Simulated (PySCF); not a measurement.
**SiTe: from the state search to spectroscopic constants**

What are the lowest state that PBE0 finds, the bond length, vibrational wavenumber and bond energy of SiTe, and how much do these hang on the method?

The runs use PySCF 2.14.0; Si x2c-SVPall, Te x2c-SVPall, spin-free X2C with a Gaussian nucleus.

## (1) Set-up

A driver script around PySCF takes these settings:

| Property | Result |
| --- | --- |
| atoms | Si, Te |
| charge | 0 |
| basis | Si x2c-SVPall, Te x2c-SVPall |
| Hamiltonian | spin-free X2C with a Gaussian nucleus |
| basis functions | 54 |
| electrons treated | 66 |
| masses in u | 27.9769, 129.9062 |
| levels | PBE0, PBE, r²SCAN, B3LYP, BHandHLYP, PBEsol, ωB97X, HF, MP2, SCS-MP2, CCSD, CCSD(T) |
| grid | 80 radial by 434 angular points |
| occupations | held fixed by the projection of orbital angular momentum |
| dissociation limit | Si + Te, each in its ground configuration |
| starting distance in angstrom | 2.435 |
| values of 2S to try | 0, 2, 4 |

On the command line:

```sh
> OMP_NUM_THREADS=1 python dia.py task.json out
```

After the search, every level is run at each distance in turn; below they are sorted by level.

## (2) Which determinant to follow

At the starting distance of 2.435 Å the search finds these solutions (others can lie among them):

```
2Ms+1    unpaired          term  E (eV)  ⟨S²⟩  ⟨Lz²⟩  μ (D)
    1        none           ¹Σ⁺    0.00  0.00   0.00  -1.08
    3        π ↑↑  not assigned    1.85  2.01   2.01   0.70
    3        π ↑↑  not assigned    2.20  2.01   2.01   0.36
    1        π ↑↓  not assigned    2.26  1.01   2.01   0.25
    3    σ ↑, π ↑            ³Π    2.42  2.02   1.01  -1.06
    1    σ ↓, π ↑  not assigned    2.71  1.02   1.01  -0.80
    5  σ ↑, π ↑↑↑            ⁵Π    3.96  6.00   1.00   1.01
    5      π ↑↑↑↑           ⁵Σ⁺    4.49  6.01   0.00   4.61
    3  σ ↑, π ↑↑↓  not assigned    4.69  3.02   3.02   1.50
    1  σ ↓, π ↑↑↓  not assigned    4.85  2.02   3.02   1.45
```

10 of 14 solutions are listed, lowest first.

A term symbol stands only where ⟨S²⟩ and ⟨Lz²⟩ are near those of a pure state. A positive dipole means Si(−)Te(+).

Followed over a short scan are these candidates:

```
2Ms+1    unpaired  R at minimum (Å)  energy at minimum (eV)
    1        none              2.28                    0.00
    3        π ↑↑              2.52                    2.04
    5  σ ↑, π ↑↑↑     not bracketed                  ≤ 4.07
```

The search made 18 SCF attempts at the starting distance; with the short scans it took 26 s of wall time (1 thread of Arm Neoverse N1, shared host).

## (3) PBE0 along the bond

State followed: ¹Σ⁺ (singlet), closed shell. The scan is laid around 2.277 Å.

The SCF at the reference distance, 2.277 Å, printed:

```text
******** <class 'pyscf.dft.uks_symm.SymAdaptedUKS'> ********
method = SymAdaptedUKS
initial guess = minao
damping factor = 0
level_shift factor = 0
DIIS = <class 'pyscf.scf.diis.CDIIS'>
diis_start_cycle = 1
diis_space = 10
diis_damp = 0
SCF conv_tol = 1e-09
SCF conv_tol_grad = None
SCF max_cycles = 60
direct_scf = False
max_memory 909 MB (current use 313 MB)
number electrons alpha = 33  beta = 33
XC library pyscf.dft.libxc version 7.0.0
    S. Lehtola, C. Steigemann, M. J.T. Oliveira, and M. A.L. Marques.,  SoftwareX 7, 1–5 (2018)
XC functionals = PBE0
    C. Adamo and V. Barone.,  J. Chem. Phys. 110, 6158 (1999)
    M. Ernzerhof and G. E. Scuseria.,  J. Chem. Phys. 110, 5029 (1999)
small_rho_cutoff = 0
Overwritten attributes  get_j get_hcore get_jk get_occ get_k  of <class 'pyscf.dft.uks_symm.SymAdaptedUKS'>
<class 'pyscf.dft.uks_symm.SymAdaptedUKS'> does not have attributes  refdm
Set gradient conv threshold to 3.16228e-05
init E= -7082.51424492354
cycle= 1 E= -7082.52118472898  delta_E= -0.00694  |g|= 0.00665  |ddm|= 0.0272
cycle= 2 E= -7082.5210974766  delta_E= 8.73e-05  |g|= 0.0119  |ddm|= 0.0366
cycle= 3 E= -7082.52121898289  delta_E= -0.000122  |g|= 0.00341  |ddm|= 0.025
cycle= 4 E= -7082.5212294693  delta_E= -1.05e-05  |g|= 0.000298  |ddm|= 0.00536
cycle= 5 E= -7082.52122956216  delta_E= -9.29e-08  |g|= 2.46e-05  |ddm|= 0.000572
cycle= 6 E= -7082.52122956282  delta_E= -6.63e-10  |g|= 2.11e-06  |ddm|= 6.4e-05
Extra cycle  E= -7082.5212295628  delta_E= 1.46e-11  |g|= 3.57e-06  |ddm|= 1.03e-05
converged SCF energy = -7082.5212295628  <S^2> = 1.4210855e-14  2S+1 = 1
```

The curve and what changes along it:

```
 R (Å)  E (eV)  μ (D)  Mulliken charge of Si (e)  Mayer bond order  ⟨S²⟩  HOMO (eV)  LUMO (eV)
1.9582  1.6143   0.52                       0.01              2.53  0.00      -7.06      -1.83
2.0493  0.7115   0.22                       0.07              2.51  0.00      -7.19      -2.03
2.1404  0.2172  -0.09                       0.12              2.49  0.00      -7.28      -2.24
2.2087  0.0447  -0.32                       0.15              2.48  0.00      -7.33      -2.38
2.2770  0.0000  -0.56                       0.17              2.47  0.00      -7.19      -2.52
2.3453  0.0536  -0.79                       0.19              2.46  0.00      -7.04      -2.66
2.4364  0.2379  -1.09                       0.21              2.45  0.00      -6.86      -2.83
2.5502  0.5908  -1.45                       0.22              2.44  0.00      -6.66      -3.03
2.6869  1.1178  -1.85                       0.23              2.44  0.00      -6.45      -3.24
2.8690  1.8883  -2.33                       0.23              2.43  0.00      -6.22      -3.49
```

Fit: Re = 2.271 Å, ωe = 504 cm⁻¹, ωexe = 1.16 cm⁻¹, αe = 0.000472 cm⁻¹, Be = 0.1420 cm⁻¹, De = 4.65 eV, μ = -0.54 D.

Orbitals nearest the gap at 2.277 Å:

```
spin  orbital  ε (eV)  filled                          made of
both        π  -44.71     yes                       Te d 100 %
both        δ  -44.68     yes                       Te d 100 %
both        δ  -44.68     yes                       Te d 100 %
both        σ  -17.61     yes             Te s 76 %, Si s 16 %
both        σ  -11.98     yes  Si s 62 %, Te s 18 %, Te p 18 %
both        σ   -7.37     yes  Te p 43 %, Si p 38 %, Si s 16 %
both        π   -7.19     yes             Te p 73 %, Si p 25 %
both        π   -7.19     yes             Te p 73 %, Si p 25 %
both        π   -2.52      no             Si p 72 %, Te p 26 %
both        π   -2.52      no             Si p 72 %, Te p 26 %
both        σ    1.21      no             Si p 58 %, Te p 32 %
```

Polarisability there: 93.5 bohr³ along the bond, 37.5 across it. Without diffuse functions these come out too small, above all across the bond.

## (4) Orbitals, density and potential

The fields below are evaluated on a grid from the run's orbitals.

Frontier orbitals at PBE0, with the share of their density that lies nearest to each atom:

```
orbital  energy (eV)             lies on
   HOMO        -7.19  Te2 72 %; Si1 28 %
   LUMO        -2.52  Si1 71 %; Te2 29 %
```

ELF in a plane through or near 2 of the atoms.

Ten even steps from ' ' (0.00) to '@' (0.99):
```
                          ................              
        ............  ....::------------::::..          
      ..----------::....::====++++++++====--::::..      
    ::==++++****++==------==++************++==--::..    
  ..--++****####**++======++++**########****====::..    
  ::++##%%%%@@@@%%##**++++**************####**++==::..  
..==**%%@@@@@@@@%%**++****####**======++**######++--..  
::++##@@@@@@@@%%--....::**##**==::--==--==**####**==::  
--**%%@@@@@@@@==..**++..++##**::++##****--++##%%##==::  
--**%%@@@@@@@@--++%%%%----##++::##--++**--==##%%##++::..
--**%%@@@@@@@@--++%%%%----##++::##==++**--==##%%##++::..
--**%%@@@@@@@@==..**++..++##**::++####**--++##%%##==::  
::++##@@@@@@@@%%--....::**##**==::--==--==**####**==::  
..==**%%@@@@@@@@%%**++****####**++====++**######++--..  
  ::++##%%%%@@@@%%##**++++**************####**++==::..  
  ..--++****######++======++++**########****====::..    
    ::==++++****++==------==++************++==--::..    
      ..----------::....::====++++++++====--::::..      
        ............  ....::------------::::..          
                          ................              
```
The map spans 7.5 Å across and 5.2 Å up, centred on the molecule. Atoms in the plane (x, y in Å): Si1 (-1.1, 0.0), Te2 (1.1, 0.0).

On the surface of density 0.002 e/bohr³ the electrostatic potential runs, from the 1st to the 99th percentile, from -0.19 V near Te2 to 0.90 V near Si1.

## (5) Other states along the same grid

State 2: triplet, unpaired electrons π ↑↑, an excited solution.

Output of the SCF at 2.277 Å:

```text
******** <class 'pyscf.dft.uks_symm.SymAdaptedUKS'> ********
method = SymAdaptedUKS
initial guess = minao
damping factor = 0
level_shift factor = 0
DIIS = <class 'pyscf.scf.diis.CDIIS'>
diis_start_cycle = 1
diis_space = 10
diis_damp = 0
SCF conv_tol = 1e-09
SCF conv_tol_grad = None
SCF max_cycles = 60
direct_scf = False
max_memory 909 MB (current use 326 MB)
number electrons alpha = 34  beta = 32
XC library pyscf.dft.libxc version 7.0.0
    S. Lehtola, C. Steigemann, M. J.T. Oliveira, and M. A.L. Marques.,  SoftwareX 7, 1–5 (2018)
XC functionals = PBE0
    C. Adamo and V. Barone.,  J. Chem. Phys. 110, 6158 (1999)
    M. Ernzerhof and G. E. Scuseria.,  J. Chem. Phys. 110, 5029 (1999)
small_rho_cutoff = 0
Set gradient conv threshold to 3.16228e-05
init E= -7082.42732835779
cycle= 1 E= -7082.43119129659  delta_E= -0.00386  |g|= 0.00453  |ddm|= 0.0269
cycle= 2 E= -7082.43118865636  delta_E= 2.64e-06  |g|= 0.00509  |ddm|= 0.026
cycle= 3 E= -7082.43121337372  delta_E= -2.47e-05  |g|= 0.000848  |ddm|= 0.0132
cycle= 4 E= -7082.43121396083  delta_E= -5.87e-07  |g|= 0.000119  |ddm|= 0.00153
cycle= 5 E= -7082.43121397436  delta_E= -1.35e-08  |g|= 2.15e-05  |ddm|= 0.000272
cycle= 6 E= -7082.43121397496  delta_E= -5.93e-10  |g|= 3.14e-06  |ddm|= 7.07e-05
Extra cycle  E= -7082.43121397498  delta_E= -2.55e-11  |g|= 2.03e-06  |ddm|= 1.38e-05
converged SCF energy = -7082.43121397498  <S^2> = 2.0078652  2S+1 = 3.0052389
```

Re = 2.520 Å, ωe = 345 cm⁻¹; the determinant mixes terms (⟨S²⟩ = 2.01, ⟨Lz²⟩ = 2.01), so these belong to no real state. Its minimum lies 2.04 eV above that of the lowest state.

State 3: ⁵Π (quintet), unpaired electrons σ ↑, π ↑↑↑, an excited solution.

Log of the SCF at 2.277 Å:

```text
******** <class 'pyscf.dft.uks_symm.SymAdaptedUKS'> ********
method = SymAdaptedUKS
initial guess = minao
damping factor = 0
level_shift factor = 0
DIIS = <class 'pyscf.scf.diis.CDIIS'>
diis_start_cycle = 1
diis_space = 10
diis_damp = 0
SCF conv_tol = 1e-09
SCF conv_tol_grad = None
SCF max_cycles = 60
direct_scf = False
max_memory 909 MB (current use 326 MB)
number electrons alpha = 35  beta = 31
XC library pyscf.dft.libxc version 7.0.0
    S. Lehtola, C. Steigemann, M. J.T. Oliveira, and M. A.L. Marques.,  SoftwareX 7, 1–5 (2018)
XC functionals = PBE0
    C. Adamo and V. Barone.,  J. Chem. Phys. 110, 6158 (1999)
    M. Ernzerhof and G. E. Scuseria.,  J. Chem. Phys. 110, 5029 (1999)
small_rho_cutoff = 0
Set gradient conv threshold to 3.16228e-05
init E= -7082.34709003212
cycle= 1 E= -7082.35106561087  delta_E= -0.00398  |g|= 0.00296  |ddm|= 0.025
cycle= 2 E= -7082.35107153261  delta_E= -5.92e-06  |g|= 0.0021  |ddm|= 0.00848
cycle= 3 E= -7082.3510752978  delta_E= -3.77e-06  |g|= 0.000304  |ddm|= 0.00403
cycle= 4 E= -7082.35107543676  delta_E= -1.39e-07  |g|= 0.00017  |ddm|= 0.00107
cycle= 5 E= -7082.35107549028  delta_E= -5.35e-08  |g|= 8.8e-05  |ddm|= 0.00072
cycle= 6 E= -7082.35107550077  delta_E= -1.05e-08  |g|= 9.49e-06  |ddm|= 0.000316
cycle= 7 E= -7082.35107550097  delta_E= -2.06e-10  |g|= 1.7e-06  |ddm|= 4.97e-05
Extra cycle  E= -7082.35107550099  delta_E= -1.09e-11  |g|= 6.11e-07  |ddm|= 6.28e-06
converged SCF energy = -7082.35107550099  <S^2> = 6.0037081  2S+1 = 5.001483
```

Re = 2.622 Å, ωe = 242.5 cm⁻¹, ωexe = 2.84 cm⁻¹, αe = 0.00109 cm⁻¹, Be = 0.1065 cm⁻¹, μ = 1.09 D. Its minimum lies 4.07 eV above that of the lowest state.

Energy (eV) from the lowest point of the lowest state:

```
R (Å)  lowest  state 2  state 3
1.958   1.614    5.514    7.777
2.049   0.712    4.164    6.407
2.140   0.217    3.249    5.471
2.209   0.045    2.778    4.981
2.277   0.000    2.449    4.630
2.345   0.054    2.234    4.388
2.436   0.238    2.080    4.190
2.550   0.591    2.046    4.084
2.687   1.118    2.157    4.078
2.869   1.888    2.449    4.165
```

## (6) PBE (GGA)

Log of the SCF at 2.277 Å:

```text
******** <class 'pyscf.dft.uks_symm.SymAdaptedUKS'> ********
method = SymAdaptedUKS
initial guess = minao
damping factor = 0
level_shift factor = 0
DIIS = <class 'pyscf.scf.diis.CDIIS'>
diis_start_cycle = 1
diis_space = 10
diis_damp = 0
SCF conv_tol = 1e-09
SCF conv_tol_grad = None
SCF max_cycles = 60
direct_scf = False
max_memory 909 MB (current use 326 MB)
number electrons alpha = 33  beta = 33
XC library pyscf.dft.libxc version 7.0.0
    S. Lehtola, C. Steigemann, M. J.T. Oliveira, and M. A.L. Marques.,  SoftwareX 7, 1–5 (2018)
XC functionals = PBE
    J. P. Perdew, K. Burke, and M. Ernzerhof.,  Phys. Rev. Lett. 77, 3865 (1996)
    J. P. Perdew, K. Burke, and M. Ernzerhof.,  Phys. Rev. Lett. 78, 1396 (1997)
    J. P. Perdew, K. Burke, and M. Ernzerhof.,  Phys. Rev. Lett. 77, 3865 (1996)
    J. P. Perdew, K. Burke, and M. Ernzerhof.,  Phys. Rev. Lett. 78, 1396 (1997)
small_rho_cutoff = 0
Set gradient conv threshold to 3.16228e-05
init E= -7082.41175887778
cycle= 1 E= -7082.41069554946  delta_E= 0.00106  |g|= 0.0484  |ddm|= 0.155
cycle= 2 E= -7082.37646066023  delta_E= 0.0342  |g|= 0.188  |ddm|= 0.395
cycle= 3 E= -7082.41298229779  delta_E= -0.0365  |g|= 0.00321  |ddm|= 0.322
cycle= 4 E= -7082.41298603874  delta_E= -3.74e-06  |g|= 0.00217  |ddm|= 0.00712
cycle= 5 E= -7082.41299018097  delta_E= -4.14e-06  |g|= 0.000667  |ddm|= 0.0035
cycle= 6 E= -7082.41299059045  delta_E= -4.09e-07  |g|= 0.000164  |ddm|= 0.000893
cycle= 7 E= -7082.41299061634  delta_E= -2.59e-08  |g|= 9.27e-06  |ddm|= 0.000248
cycle= 8 E= -7082.41299061643  delta_E= -8.91e-11  |g|= 7.35e-07  |ddm|= 2.02e-05
Extra cycle  E= -7082.41299061641  delta_E= 1.27e-11  |g|= 3.24e-06  |ddm|= 6.82e-06
converged SCF energy = -7082.41299061641  <S^2> = 2.1316282e-14  2S+1 = 1
```

Re = 2.299 Å, ωe = 474 cm⁻¹, ωexe = 1.22 cm⁻¹, αe = 0.000499 cm⁻¹, Be = 0.1386 cm⁻¹, De = 4.99 eV, μ = -0.34 D.

## (7) r²SCAN (meta-GGA)

The SCF at the reference distance, 2.277 Å, printed:

```text
******** <class 'pyscf.dft.uks_symm.SymAdaptedUKS'> ********
method = SymAdaptedUKS
initial guess = minao
damping factor = 0
level_shift factor = 0
DIIS = <class 'pyscf.scf.diis.CDIIS'>
diis_start_cycle = 1
diis_space = 10
diis_damp = 0
SCF conv_tol = 1e-09
SCF conv_tol_grad = None
SCF max_cycles = 60
direct_scf = False
max_memory 909 MB (current use 326 MB)
number electrons alpha = 33  beta = 33
XC library pyscf.dft.libxc version 7.0.0
    S. Lehtola, C. Steigemann, M. J.T. Oliveira, and M. A.L. Marques.,  SoftwareX 7, 1–5 (2018)
XC functionals = R2SCAN
    J. W. Furness, A. D. Kaplan, J. Ning, J. P. Perdew, and J. Sun.,  J. Phys. Chem. Lett. 11, 8208-8215 (2020)
    J. W. Furness, A. D. Kaplan, J. Ning, J. P. Perdew, and J. Sun.,  J. Phys. Chem. Lett. 11, 9248-9248 (2020)
    J. W. Furness, A. D. Kaplan, J. Ning, J. P. Perdew, and J. Sun.,  J. Phys. Chem. Lett. 11, 8208-8215 (2020)
    J. W. Furness, A. D. Kaplan, J. Ning, J. P. Perdew, and J. Sun.,  J. Phys. Chem. Lett. 11, 9248-9248 (2020)
small_rho_cutoff = 0
Set gradient conv threshold to 3.16228e-05
init E= -7082.97282201164
cycle= 1 E= -7082.97320483674  delta_E= -0.000383  |g|= 0.0188  |ddm|= 0.107
cycle= 2 E= -7082.97029925933  delta_E= 0.00291  |g|= 0.0575  |ddm|= 0.126
cycle= 3 E= -7082.97337525942  delta_E= -0.00308  |g|= 0.00954  |ddm|= 0.107
cycle= 4 E= -7082.97346355035  delta_E= -8.83e-05  |g|= 0.000928  |ddm|= 0.0137
cycle= 5 E= -7082.97346442903  delta_E= -8.79e-07  |g|= 8.34e-05  |ddm|= 0.00183
cycle= 6 E= -7082.97346443401  delta_E= -4.98e-09  |g|= 1.35e-05  |ddm|= 0.000138
cycle= 7 E= -7082.97346443419  delta_E= -1.86e-10  |g|= 9.11e-07  |ddm|= 2.81e-05
Extra cycle  E= -7082.97346443418  delta_E= 1.46e-11  |g|= 3.47e-06  |ddm|= 7.13e-06
converged SCF energy = -7082.97346443418  <S^2> = 0  2S+1 = 1
```

Re = 2.283 Å, ωe = 491 cm⁻¹, ωexe = 1.22 cm⁻¹, αe = 0.000490 cm⁻¹, Be = 0.1405 cm⁻¹, De = 4.67 eV, μ = -0.42 D.

## (8) B3LYP

Output of the SCF at 2.277 Å:

```text
******** <class 'pyscf.dft.uks_symm.SymAdaptedUKS'> ********
method = SymAdaptedUKS
initial guess = minao
damping factor = 0
level_shift factor = 0
DIIS = <class 'pyscf.scf.diis.CDIIS'>
diis_start_cycle = 1
diis_space = 10
diis_damp = 0
SCF conv_tol = 1e-09
SCF conv_tol_grad = None
SCF max_cycles = 60
direct_scf = False
max_memory 909 MB (current use 340 MB)
number electrons alpha = 33  beta = 33
XC library pyscf.dft.libxc version 7.0.0
    S. Lehtola, C. Steigemann, M. J.T. Oliveira, and M. A.L. Marques.,  SoftwareX 7, 1–5 (2018)
XC functionals = B3LYP
    P. J. Stephens, F. J. Devlin, C. F. Chabalowski, and M. J. Frisch.,  J. Phys. Chem. 98, 11623 (1994)
small_rho_cutoff = 0
Set gradient conv threshold to 3.16228e-05
init E= -7083.08183852111
cycle= 1 E= -7083.08215102291  delta_E= -0.000313  |g|= 0.00378  |ddm|= 0.0798
cycle= 2 E= -7083.08211618719  delta_E= 3.48e-05  |g|= 0.0071  |ddm|= 0.0222
cycle= 3 E= -7083.08216084377  delta_E= -4.47e-05  |g|= 0.0023  |ddm|= 0.0153
cycle= 4 E= -7083.08216545783  delta_E= -4.61e-06  |g|= 0.000202  |ddm|= 0.00333
cycle= 5 E= -7083.08216549068  delta_E= -3.29e-08  |g|= 7.23e-05  |ddm|= 0.000563
cycle= 6 E= -7083.08216549499  delta_E= -4.31e-09  |g|= 3.33e-06  |ddm|= 0.000134
cycle= 7 E= -7083.082165495  delta_E= -7.28e-12  |g|= 1.87e-06  |ddm|= 1.03e-05
Extra cycle  E= -7083.08216549497  delta_E= 2.64e-11  |g|= 5.71e-06  |ddm|= 1.28e-05
converged SCF energy = -7083.08216549497  <S^2> = 2.1316282e-14  2S+1 = 1
```

Re = 2.287 Å, ωe = 486 cm⁻¹, ωexe = 1.19 cm⁻¹, αe = 0.000488 cm⁻¹, Be = 0.1400 cm⁻¹, De = 4.63 eV, μ = -0.60 D.

## (9) BHandHLYP (global hybrid GGA)

Log of the SCF at 2.277 Å:

```text
******** <class 'pyscf.dft.uks_symm.SymAdaptedUKS'> ********
method = SymAdaptedUKS
initial guess = minao
damping factor = 0
level_shift factor = 0
DIIS = <class 'pyscf.scf.diis.CDIIS'>
diis_start_cycle = 1
diis_space = 10
diis_damp = 0
SCF conv_tol = 1e-09
SCF conv_tol_grad = None
SCF max_cycles = 60
direct_scf = False
max_memory 909 MB (current use 327 MB)
number electrons alpha = 33  beta = 33
XC library pyscf.dft.libxc version 7.0.0
    S. Lehtola, C. Steigemann, M. J.T. Oliveira, and M. A.L. Marques.,  SoftwareX 7, 1–5 (2018)
XC functionals = BHANDHLYP
    A. D. Becke.,  J. Chem. Phys. 98, 1372 (1993)
    Defined through Gaussian implementation.
small_rho_cutoff = 0
Set gradient conv threshold to 3.16228e-05
init E= -7082.98155388792
cycle= 1 E= -7082.98211932688  delta_E= -0.000565  |g|= 0.0168  |ddm|= 0.082
cycle= 2 E= -7082.98165237848  delta_E= 0.000467  |g|= 0.0279  |ddm|= 0.0802
cycle= 3 E= -7082.98237688435  delta_E= -0.000725  |g|= 0.00143  |ddm|= 0.0482
cycle= 4 E= -7082.98237895714  delta_E= -2.07e-06  |g|= 0.000513  |ddm|= 0.00499
cycle= 5 E= -7082.9823792183  delta_E= -2.61e-07  |g|= 0.000112  |ddm|= 0.00107
cycle= 6 E= -7082.98237923481  delta_E= -1.65e-08  |g|= 8.56e-06  |ddm|= 0.000433
cycle= 7 E= -7082.98237923496  delta_E= -1.52e-10  |g|= 1.98e-06  |ddm|= 4.23e-05
Extra cycle  E= -7082.98237923495  delta_E= 2.73e-12  |g|= 3.01e-06  |ddm|= 9.6e-06
converged SCF energy = -7082.98237923495  <S^2> = 2.1316282e-14  2S+1 = 1
```

Re = 2.260 Å, ωe = 517 cm⁻¹, ωexe = 1.15 cm⁻¹, αe = 0.000461 cm⁻¹, Be = 0.1434 cm⁻¹, De = 4.22 eV, μ = -0.81 D.

## (10) PBEsol

Output of the SCF at 2.277 Å:

```text
******** <class 'pyscf.dft.uks_symm.SymAdaptedUKS'> ********
method = SymAdaptedUKS
initial guess = minao
damping factor = 0
level_shift factor = 0
DIIS = <class 'pyscf.scf.diis.CDIIS'>
diis_start_cycle = 1
diis_space = 10
diis_damp = 0
SCF conv_tol = 1e-09
SCF conv_tol_grad = None
SCF max_cycles = 60
direct_scf = False
max_memory 909 MB (current use 337 MB)
number electrons alpha = 33  beta = 33
XC library pyscf.dft.libxc version 7.0.0
    S. Lehtola, C. Steigemann, M. J.T. Oliveira, and M. A.L. Marques.,  SoftwareX 7, 1–5 (2018)
XC functionals = PBEsol
    J. P. Perdew, A. Ruzsinszky, G. I. Csonka, O. A. Vydrov, G. E. Scuseria, L. A. Constantin, X. Zhou, and K. Burke.,  Phys. Rev. Lett. 100, 136406 (2008)
    J. P. Perdew, A. Ruzsinszky, G. I. Csonka, O. A. Vydrov, G. E. Scuseria, L. A. Constantin, X. Zhou, and K. Burke.,  Phys. Rev. Lett. 100, 136406 (2008)
small_rho_cutoff = 0
Set gradient conv threshold to 3.16228e-05
init E= -7078.87143990675
cycle= 1 E= -7078.87203175764  delta_E= -0.000592  |g|= 0.0332  |ddm|= 0.158
cycle= 2 E= -7078.85518728121  delta_E= 0.0168  |g|= 0.133  |ddm|= 0.269
cycle= 3 E= -7078.87307327472  delta_E= -0.0179  |g|= 0.00224  |ddm|= 0.223
cycle= 4 E= -7078.87307748221  delta_E= -4.21e-06  |g|= 0.000632  |ddm|= 0.00475
cycle= 5 E= -7078.87307777133  delta_E= -2.89e-07  |g|= 0.000241  |ddm|= 0.000944
cycle= 6 E= -7078.8730778239  delta_E= -5.26e-08  |g|= 6.79e-05  |ddm|= 0.000291
cycle= 7 E= -7078.87307782826  delta_E= -4.36e-09  |g|= 3.81e-06  |ddm|= 0.000133
cycle= 8 E= -7078.87307782827  delta_E= -1.27e-11  |g|= 1.15e-06  |ddm|= 1.05e-05
Extra cycle  E= -7078.87307782825  delta_E= 2.09e-11  |g|= 5.29e-06  |ddm|= 1.04e-05
converged SCF energy = -7078.87307782825  <S^2> = 2.1316282e-14  2S+1 = 1
```

Re = 2.288 Å, ωe = 481 cm⁻¹, ωexe = 1.21 cm⁻¹, αe = 0.000496 cm⁻¹, Be = 0.1399 cm⁻¹, De = 5.30 eV, μ = -0.37 D.

## (11) ωB97X

Output of the SCF at 2.277 Å:

```text
******** <class 'pyscf.dft.uks_symm.SymAdaptedUKS'> ********
method = SymAdaptedUKS
initial guess = minao
damping factor = 0
level_shift factor = 0
DIIS = <class 'pyscf.scf.diis.CDIIS'>
diis_start_cycle = 1
diis_space = 10
diis_damp = 0
SCF conv_tol = 1e-09
SCF conv_tol_grad = None
SCF max_cycles = 60
direct_scf = False
max_memory 909 MB (current use 337 MB)
number electrons alpha = 33  beta = 33
XC library pyscf.dft.libxc version 7.0.0
    S. Lehtola, C. Steigemann, M. J.T. Oliveira, and M. A.L. Marques.,  SoftwareX 7, 1–5 (2018)
XC functionals = WB97X
    J.-D. Chai and M. Head-Gordon.,  J. Chem. Phys. 128, 084106 (2008)
small_rho_cutoff = 0
Set gradient conv threshold to 3.16228e-05
init E= -7083.20406129779
cycle= 1 E= -7083.20522228002  delta_E= -0.00116  |g|= 0.00806  |ddm|= 0.112
cycle= 2 E= -7083.20532899434  delta_E= -0.000107  |g|= 0.00253  |ddm|= 0.0323
cycle= 3 E= -7083.20534303108  delta_E= -1.4e-05  |g|= 0.00204  |ddm|= 0.0127
cycle= 4 E= -7083.20534692328  delta_E= -3.89e-06  |g|= 0.000419  |ddm|= 0.00495
cycle= 5 E= -7083.20534743976  delta_E= -5.16e-07  |g|= 0.000186  |ddm|= 0.00203
cycle= 6 E= -7083.20534753355  delta_E= -9.38e-08  |g|= 2.85e-05  |ddm|= 0.00121
cycle= 7 E= -7083.2053475349  delta_E= -1.35e-09  |g|= 5.36e-06  |ddm|= 0.000113
cycle= 8 E= -7083.20534753495  delta_E= -4.82e-11  |g|= 6.53e-07  |ddm|= 2.14e-05
Extra cycle  E= -7083.20534753496  delta_E= -5.46e-12  |g|= 3.6e-07  |ddm|= 2.44e-06
converged SCF energy = -7083.20534753496  <S^2> = 1.4210855e-14  2S+1 = 1
```

Re = 2.245 Å, ωe = 535 cm⁻¹, ωexe = 1.06 cm⁻¹, αe = 0.000435 cm⁻¹, Be = 0.1453 cm⁻¹, De = 4.61 eV, μ = -0.55 D.

(Part 1 of 2 ends here.)
